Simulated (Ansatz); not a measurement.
**I+ (triplet): energies up the ladder**

Aim: energies up the ladder, for I+ (triplet), with the cost of each level. Charge +1. Spin multiplicity 3.

Method: the levels named in each step, in Ansatz 0.2.0.

### Step 1. The structure to begin with

As a file:

```xyz
1

I     0.0000    0.0000    0.0000
```

### Step 2. Single point, PBE0/def2-TZVPP

The input, input.yaml:

```yaml
crystal:
  periodic: [false, false, false]
  atoms:
    - { symbol: I, position_ang: [0.0, 0.0, 0.0] }
magnetization:
  spin_polarized: true
  initial_magnetization: 2
total_charge: 1
basis:
  gaussian: { orbitals: def2-TZVPP }
hamiltonian:
  xc: pbe0
```

Started as:

```bash
ansatz run input.yaml --threads 1 --pin off --max-ram 2560MiB --backend cpu --events-out ev --progress --plain --runs-dir out
```

What it wrote:

```text
Warning: RAYON_NUM_THREADS=1 ignored (pool sized by the plan → 1); use --threads N
Engine: ansatz 0.2.0, x86_64-unknown-linux-gnu
Functional definition: PBE0
  parameter a = 0.25
  parameter kappa = 0.804
  parameter beta = 0.06672455060314922
  exchange = (1 - a)*pbe_x(kappa = kappa, mu = beta*pi^2/3) + a*exact_x
  correlation = pbe_c(beta = beta)
390 factors; their error is unknown
mean field evaluation 1: about -8089.5176 eV, gradient 9.3e0 eV
mean field evaluation 2: about -8089.7383 eV, gradient 6.0e0 eV
mean field evaluation 4: about -8089.8129 eV, gradient 6.6e-2 eV
mean field evaluation 8: about -8090.1091 eV, gradient 3.0e-4 eV
mean field -8090.10908252 eV, -297.3060251095 hartree, gradient 7.4e-6 eV, S^2 2.003486; 0 other end points of the search recorded, 0 dependent functions left out
reference -8090.10910305 eV, -297.3060258643 hartree; 13, 11 occupied and 37, 39 virtual orbitals, 390 factors
Total energy: -8090.10910305 eV, -297.3060258643 hartree
```

It took 3.2 s on 1 thread of AMD EPYC (Zen 3), shared host; peak memory 0.093 GiB.

### Step 3. Single point, PBE/def2-TZVPP

input.yaml, as its differences from that of step 2:

```diff
@@ -11,2 +11,2 @@
 hamiltonian:
-  xc: pbe0
+  xc: pbe
```

Started as:

```bash
ansatz run input.yaml --threads 1 --pin off --max-ram 2560MiB --backend cpu --events-out ev --progress --plain --runs-dir out
```

What it wrote:

```text
Warning: RAYON_NUM_THREADS=1 ignored (pool sized by the plan → 1); use --threads N
[... 1 set-up line as earlier in the session ...]
Functional definition: PBE
[... 2 set-up lines as earlier in the session ...]
  exchange = pbe_x(kappa = kappa, mu = beta*pi^2/3)
[... 1 set-up line as earlier in the session ...]
339 factors; their error is unknown
mean field evaluation 1: about -8088.9112 eV, gradient 1.1e1 eV
mean field evaluation 2: about -8088.9251 eV, gradient 1.2e1 eV
mean field evaluation 4: about -8089.3738 eV, gradient 1.8e0 eV
mean field evaluation 8: about -8089.3847 eV, gradient 1.9e-2 eV
mean field evaluation 16: about -8089.1369 eV, gradient 6.9e0 eV
mean field evaluation 32: about -8089.1369 eV, gradient 6.9e0 eV
mean field -8089.38474302 eV, -297.2794061242 hartree, gradient 1.9e-6 eV, S^2 2.002417; 3 other end points of the search recorded, 0 dependent functions left out
reference -8089.38477021 eV, -297.2794071232 hartree; 13, 11 occupied and 37, 39 virtual orbitals, 339 factors
Total energy: -8089.38477021 eV, -297.2794071232 hartree
```

Wall time 5.5 s (1 thread of AMD EPYC (Zen 3), shared host); peak memory 0.089 GiB.

### Step 4. Single point, r2SCAN/def2-TZVPP

input.yaml, as its differences from that of step 3:

```diff
@@ -11,2 +11,2 @@
 hamiltonian:
-  xc: pbe
+  xc: r2scan
```

Started as:

```bash
ansatz run input.yaml --threads 1 --pin off --max-ram 2560MiB --backend cpu --events-out ev --progress --plain --runs-dir out
```

What it wrote:

```text
Warning: RAYON_NUM_THREADS=1 ignored (pool sized by the plan → 1); use --threads N
[... 1 set-up line as earlier in the session ...]
Functional definition: r2SCAN
  parameter k0 = 0.174
  parameter k1 = 0.065
  parameter a1 = 4.9479
  exchange = r2scan_x(k0 = k0, k1 = k1, a1 = a1)
  correlation = r2scan_c
339 factors; their error is unknown
mean field evaluation 1: about -8092.4818 eV, gradient 1.1e1 eV
mean field evaluation 2: about -8092.7533 eV, gradient 8.0e0 eV
mean field evaluation 4: about -8092.8882 eV, gradient 7.5e-2 eV
mean field evaluation 8: about -8092.8789 eV, gradient 3.2e-3 eV
mean field evaluation 16: about -8092.8885 eV, gradient 3.6e-4 eV
mean field evaluation 32: about -8092.6463 eV, gradient 5.8e0 eV
mean field -8092.87891523 eV, -297.4078145845 hartree, gradient 9.1e-6 eV, S^2 2.004727; 5 other end points of the search recorded, 0 dependent functions left out
reference -8092.87892573 eV, -297.4078149702 hartree; 13, 11 occupied and 37, 39 virtual orbitals, 339 factors
Total energy: -8092.87892573 eV, -297.4078149702 hartree
```

Wall time 17 s (1 thread of AMD EPYC (Zen 3), shared host); peak memory 0.11 GiB.

### Step 5. Single point, B3LYP/def2-TZVPP

input.yaml, as its differences from that of step 4:

```diff
@@ -11,2 +11,2 @@
 hamiltonian:
-  xc: r2scan
+  xc: { name: B3LYP }
```

Started as:

```bash
ansatz run input.yaml --threads 1 --pin off --max-ram 2560MiB --backend cpu --events-out ev --progress --plain --runs-dir out
```

What it wrote:

```text
Warning: RAYON_NUM_THREADS=1 ignored (pool sized by the plan → 1); use --threads N
[... 1 set-up line as earlier in the session ...]
Functional definition: B3LYP
  parameter a0 = 0.2
  parameter ax = 0.72
  parameter ac = 0.81
  exchange = (1 - a0 - ax)*slater_x + ax*b88_x + a0*exact_x
  correlation = (1 - ac)*vwn_rpa_c + ac*lyp_c
383 factors; their error is unknown
mean field evaluation 1: about -8091.7475 eV, gradient 9.8e0 eV
mean field evaluation 2: about -8091.9894 eV, gradient 6.9e0 eV
mean field evaluation 4: about -8092.0946 eV, gradient 5.4e-2 eV
mean field evaluation 8: about -8092.3307 eV, gradient 2.2e-4 eV
mean field evaluation 16: about -8092.3393 eV, gradient 2.2e-4 eV
mean field -8092.33069886 eV, -297.3876680044 hartree, gradient 6.2e-6 eV, S^2 2.002313; 1 other end points of the search recorded, 0 dependent functions left out
reference -8092.33085300 eV, -297.3876736688 hartree; 13, 11 occupied and 37, 39 virtual orbitals, 383 factors
Total energy: -8092.33085300 eV, -297.3876736688 hartree
```

It took 3.6 s on 1 thread of AMD EPYC (Zen 3), shared host; peak memory 0.098 GiB.

### Step 6. Single point, wB97M-V/def2-TZVPP

input.yaml, as its differences from that of step 5:

```diff
@@ -11,2 +11,2 @@
 hamiltonian:
-  xc: { name: B3LYP }
+  xc: { name: wB97M-V }
```

Started as:

```bash
ansatz run input.yaml --threads 1 --pin off --max-ram 2560MiB --backend cpu --events-out ev --progress --plain --runs-dir out
```

What it wrote, cut to the lines that bear on the results:

```text
Warning: RAYON_NUM_THREADS=1 ignored (pool sized by the plan → 1); use --threads N
[...]
Functional definition: wB97M-V
[...]
  gx(w, u) = 1 - cx + cx01*u + cx10*w
  gss(w, u) = css00 + css04*u^4 + css10*w + css20*w^2 + css43*w^4*u^3
  gos(w, u) = cos00 + cos10*w + (cos20 + cos21*u)*w^2 + (cos60 + cos61*u)*w^6
[...]
      + integral(e_c_pw_mod_opposite_spin*gos(b97_w_opposite, b97_u_opposite)) + vv10(b, c)
346 factors; their error is unknown
63 factors; integrals over basis functions are off by at most 1.6e-4 eV
[...]
mean field -8089.38418570 eV, -297.2793856428 hartree, gradient 1.8e-5 eV, S^2 2.002787; 0 other end points of the search recorded, 0 dependent functions left out
reference -8089.38421481 eV, -297.2793867127 hartree; 13, 11 occupied and 37, 39 virtual orbitals, 346 factors
Total energy: -8089.38421481 eV, -297.2793867127 hartree
```

Run time: 6.5 s. Hardware: 1 thread of AMD EPYC (Zen 3), shared host; peak memory 0.15 GiB.

### Step 7. Single point, B2PLYP/def2-TZVPP

input.yaml, as its differences from that of step 6:

```diff
@@ -11,2 +11,2 @@
 hamiltonian:
-  xc: { name: wB97M-V }
+  xc: { name: B2PLYP }
```

Started as:

```bash
ansatz run input.yaml --threads 1 --pin off --max-ram 2560MiB --backend cpu --events-out ev --progress --plain --runs-dir out
```

What it wrote, cut to the lines that bear on the results:

```text
Warning: RAYON_NUM_THREADS=1 ignored (pool sized by the plan → 1); use --threads N
[...]
Functional definition: B2PLYP
[...]
336 factors; integrals over basis functions are off by at most 1.8e-4 eV
[...]
mean field -8081.63153142 eV, -296.9944808530 hartree, gradient 1.0e-6 eV, S^2 2.004441; 0 other end points of the search recorded, 0 dependent functions left out
4 core orbitals not correlated: weight in the atoms' cores, before any rotation towards them, 1.000 or more for the frozen orbitals, at most 0.000 for the correlated occupied ones
reference -8081.63162892 eV, -296.9944844361 hartree; 9, 7 occupied and 37, 39 virtual orbitals, 336 factors
second order -13.57987791 eV of doubles, -0.00000000 eV of singles
Total energy: -8085.29819595 eV, -297.1292282893 hartree
```

It took 4.8 s on 1 thread of AMD EPYC (Zen 3), shared host; peak memory 0.099 GiB.

### Step 8. Single point, LDA/def2-TZVPP

input.yaml, as its differences from that of step 7:

```diff
@@ -11,2 +11,2 @@
 hamiltonian:
-  xc: { name: B2PLYP }
+  xc: lda
```

Started as:

```bash
ansatz run input.yaml --threads 1 --pin off --max-ram 2560MiB --backend cpu --events-out ev --progress --plain --runs-dir out
```

What it wrote:

```text
Warning: RAYON_NUM_THREADS=1 ignored (pool sized by the plan → 1); use --threads N
[... 1 set-up line as earlier in the session ...]
Functional definition: SPW92
  exchange = slater_x
  correlation = pw_c
339 factors; their error is unknown
mean field evaluation 1: about -8077.3449 eV, gradient 1.0e1 eV
mean field evaluation 2: about -8077.3667 eV, gradient 1.1e1 eV
mean field evaluation 4: about -8077.7256 eV, gradient 3.8e0 eV
mean field evaluation 8: about -8077.7257 eV, gradient 3.8e0 eV
mean field evaluation 16: about -8077.5712 eV, gradient 6.7e0 eV
mean field evaluation 32: about -8077.5712 eV, gradient 6.7e0 eV
mean field -8077.78776657 eV, -296.8532251001 hartree, gradient 4.0e-6 eV, S^2 2.001217; 3 other end points of the search recorded, 0 dependent functions left out
reference -8077.78779023 eV, -296.8532259697 hartree; 13, 11 occupied and 37, 39 virtual orbitals, 339 factors
Total energy: -8077.78779023 eV, -296.8532259697 hartree
```

Run time: 4.4 s. Hardware: 1 thread of AMD EPYC (Zen 3), shared host; peak memory 0.086 GiB.

### Step 9. Single point, PBE0/def2-SVP

input.yaml, as its differences from that of step 8:

```diff
@@ -9,4 +9,4 @@
 basis:
-  gaussian: { orbitals: def2-TZVPP }
+  gaussian: { orbitals: def2-SVP }
 hamiltonian:
-  xc: lda
+  xc: pbe0
```

Started as:

```bash
ansatz run input.yaml --threads 1 --pin off --max-ram 2560MiB --backend cpu --events-out ev --progress --plain --runs-dir out
```

What it wrote, cut to the lines that bear on the results:

```text
Warning: RAYON_NUM_THREADS=1 ignored (pool sized by the plan → 1); use --threads N
[... 7 set-up lines as earlier in the session ...]
145 factors; integrals over basis functions are off by at most 1.7e-4 eV
mean field evaluation 1: about -8089.6514 eV, gradient 7.0e0 eV
mean field evaluation 2: about -8089.8176 eV, gradient 3.5e0 eV
mean field evaluation 4: about -8089.8504 eV, gradient 1.1e-1 eV
mean field evaluation 8: about -8089.8518 eV, gradient 1.1e-3 eV
mean field -8089.85175985 eV, -297.2965686760 hartree, gradient 4.7e-6 eV, S^2 2.002081; 0 other end points of the search recorded, 0 dependent functions left out
reference -8089.85177512 eV, -297.2965692372 hartree; 13, 11 occupied and 13, 15 virtual orbitals, 145 factors
Total energy: -8089.85177512 eV, -297.2965692372 hartree
```

Run time: 1.9 s. Hardware: 1 thread of AMD EPYC (Zen 3), shared host; peak memory 0.083 GiB.

### Step 10. Single point, PBE/def2-SVP

input.yaml, as its differences from that of step 9:

```diff
@@ -11,2 +11,2 @@
 hamiltonian:
-  xc: pbe0
+  xc: pbe
```

Started as:

```bash
ansatz run input.yaml --threads 1 --pin off --max-ram 2560MiB --backend cpu --events-out ev --progress --plain --runs-dir out
```

What it wrote, cut to the lines that bear on the results:

```text
Warning: RAYON_NUM_THREADS=1 ignored (pool sized by the plan → 1); use --threads N
[... 6 set-up lines as earlier in the session ...]
145 factors; integrals over basis functions are off by at most 1.7e-4 eV
mean field evaluation 1: about -8088.7593 eV, gradient 8.5e0 eV
mean field evaluation 2: about -8088.9210 eV, gradient 6.6e0 eV
mean field evaluation 4: about -8089.1149 eV, gradient 9.5e-1 eV
mean field evaluation 8: about -8089.1219 eV, gradient 6.4e-3 eV
mean field evaluation 16: about -8089.1222 eV, gradient 5.0e-2 eV
mean field evaluation 32: about -8089.1219 eV, gradient 2.5e-5 eV
mean field -8089.12189684 eV, -297.2697467050 hartree, gradient 2.5e-5 eV, S^2 2.001261; 4 other end points of the search recorded, 0 dependent functions left out
reference -8089.12191718 eV, -297.2697474527 hartree; 13, 11 occupied and 13, 15 virtual orbitals, 145 factors
Total energy: -8089.12191718 eV, -297.2697474527 hartree
```

Wall time 5 s (1 thread of AMD EPYC (Zen 3), shared host); peak memory 0.079 GiB.

### Step 11. Single point, CCSD(T)/def2-TZVPP

input.yaml, as its differences from that of step 10:

```diff
@@ -9,4 +9,6 @@
 basis:
-  gaussian: { orbitals: def2-SVP }
-hamiltonian:
-  xc: pbe
+  gaussian: { orbitals: def2-TZVPP }
+correlation:
+  method: ccsd_t
+scf:
+  omitted_lower_state_checks: [cluster_reference]
```

Started as:

```bash
ansatz run input.yaml --threads 1 --pin off --max-ram 2560MiB --backend cpu --events-out ev --progress --plain --runs-dir out
```

What it wrote, cut to the lines that bear on the results:

```text
Warning: RAYON_NUM_THREADS=1 ignored (pool sized by the plan → 1); use --threads N
[...]
Functional definition: HF
[...]
336 factors; integrals over basis functions are off by at most 1.8e-4 eV
[...]
mean field -8062.93975348 eV, -296.3075706837 hartree, gradient 3.9e-6 eV, S^2 2.010202; 3 other end points of the search recorded, 0 dependent functions left out
4 core orbitals not correlated: weight in the atoms' cores, before any rotation towards them, 1.000 or more for the frozen orbitals, at most 0.000 for the correlated occupied ones
reference -8062.93975348 eV, -296.3075706837 hartree; 9, 7 occupied and 37, 39 virtual orbitals, 336 factors
second order -11.90459726 eV of doubles, -0.00000000 eV of singles
cycle   1  -11.12711430 eV  change    7.8e-1 eV  update   5.1e-2
[...]
cycle   7  -11.36613742 eV  change   -1.8e-6 eV  update   5.9e-6
perturbative correction -0.15576825 eV, -0.0057243775 hartree
Total energy: -8074.46165916 eV, -296.7309929073 hartree
Checks for a lower state left out: cluster_reference
```

Run time: 6.8 s. Hardware: 1 thread of AMD EPYC (Zen 3), shared host; peak memory 0.15 GiB.

### Step 12. Single point, CCSD(T)/def2-QZVPP

input.yaml, as its differences from that of step 11:

```diff
@@ -9,3 +9,3 @@
 basis:
-  gaussian: { orbitals: def2-TZVPP }
+  gaussian: { orbitals: def2-QZVPP.json }
 correlation:
```

Started as:

```bash
ansatz run input.yaml --threads 1 --pin off --max-ram 2560MiB --backend cpu --events-out ev --progress --plain --runs-dir out
```

What it wrote, cut to the lines that bear on the results:

```text
Warning: RAYON_NUM_THREADS=1 ignored (pool sized by the plan → 1); use --threads N
[...]
[... 1 set-up line as earlier in the session ...]
[...]
503 factors; integrals over basis functions are off by at most 1.5e-4 eV
[...]
mean field -8062.97763688 eV, -296.3089628726 hartree, gradient 2.5e-6 eV, S^2 2.011372; 3 other end points of the search recorded, 0 dependent functions left out
4 core orbitals not correlated: weight in the atoms' cores, before any rotation towards them, 1.000 or more for the frozen orbitals, at most 0.000 for the correlated occupied ones
reference -8062.97763688 eV, -296.3089628726 hartree; 9, 7 occupied and 69, 71 virtual orbitals, 503 factors
second order -16.33212190 eV of doubles, -0.00000000 eV of singles
cycle   1  -14.89093871 eV  change     1.4e0 eV  update   6.2e-2
[...]
cycle   7  -15.24637281 eV  change    2.3e-6 eV  update   7.9e-6
perturbative correction -0.28000235 eV, -0.0102898965 hartree
Total energy: -8078.50401204 eV, -296.8795466356 hartree
Checks for a lower state left out: cluster_reference
```

Wall time 17 s (1 thread of AMD EPYC (Zen 3), shared host); peak memory 0.34 GiB.

### Step 13. Extrapolation to the basis-set limit

CCSD(T)/CBS estimate, frozen core: CCSD(T) correlation extrapolated, from def2-TZVPP and def2-QZVPP: mean field -8062.9829 eV, total -8081.4755 eV. The exponents are 7.88 (mean field) and 2.97 (correlation).

### Step 14. Total energies

```
             level  energy (eV)  CPU time
   PBE0/def2-TZVPP   -8090.1091     1.6 s
    PBE/def2-TZVPP   -8089.3848     3.4 s
 r2SCAN/def2-TZVPP   -8092.8789      10 s
  B3LYP/def2-TZVPP   -8092.3309     2.5 s
wB97M-V/def2-TZVPP   -8089.3842     5.1 s
 B2PLYP/def2-TZVPP   -8085.2982     2.3 s
    LDA/def2-TZVPP   -8077.7878     2.2 s
     PBE0/def2-SVP   -8089.8518     1.1 s
      PBE/def2-SVP   -8089.1219     2.8 s
CCSD(T)/def2-TZVPP   -8074.4617       5 s
CCSD(T)/def2-QZVPP   -8078.5040      13 s
       CCSD(T)/CBS   -8081.4755         -
```

### Step 15. Summary of results

| quantity | value |
| --- | --- |
| energy at CCSD(T)/CBS | -8081.476 eV |

What this shows: These totals serve in differences with atoms or fragments at the same level; alone they don't rank the methods. Heavy atoms carry effective core potentials in def2 sets, and spin-orbit coupling is left out.
